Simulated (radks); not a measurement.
# N with its nuclear charge varied continuously

The task here is to estimate one member of a computed series from the others.

Method: scalar-relativistic Kohn-Sham, PBE, spin-polarised, spherical densities, finite nucleus; open shells are filled with parallel spins first. Code: radks (a radial shooting solver on a logarithmic mesh, Libxc functionals) version 1.

## The system

* element: nitrogen (Z = 7)
* charge: 0
* electrons: 7
* configuration: [He] 2s2 2p3
* nuclear rms radius: 2.5582 fm

The outer shells:

N
```
[He] core
2s [↑↓]
2p [↑ ][↑ ][↑ ]
```

The first run:

The run's settings:

```text
Z 7
configuration [He] 2s2 2p3
relativity scalar-relativistic
functional pbe,pbe
spin polarised
nucleus finite rms 2.5582 fm
c 137.035999084
```

Steps of the session up to this table: Z = 7.

One of the session's tables, all rows but one given; the rest of the session is left out.

It belongs to the step «Z = 7». Radial moments (bohr):

```
  level     <r>  outermost maximum (interpolated)  90 % within
  1s up  0.2301                             0.148        0.413
1s down  0.2294                             0.148        0.411
  2s up   1.304                              1.01         2.09
2s down   1.364                              1.03         2.21
  2p up   1.435                             0.962         2.49
2p down       ?                                 ?            ?
```

Estimate the missing values for 2p down.

The run gave: <r>: 1.650; outermost maximum (interpolated): 1.01; 90 % within: 2.97. In the column «<r>» it is the highest.

Caveats from the session: At Z = 7 the central difference of E is -18.346 hartree, against -18.345 from the Hellmann-Feynman theorem; the scalar-relativistic energy here is not variational, so the two differ by a part that grows with Z.
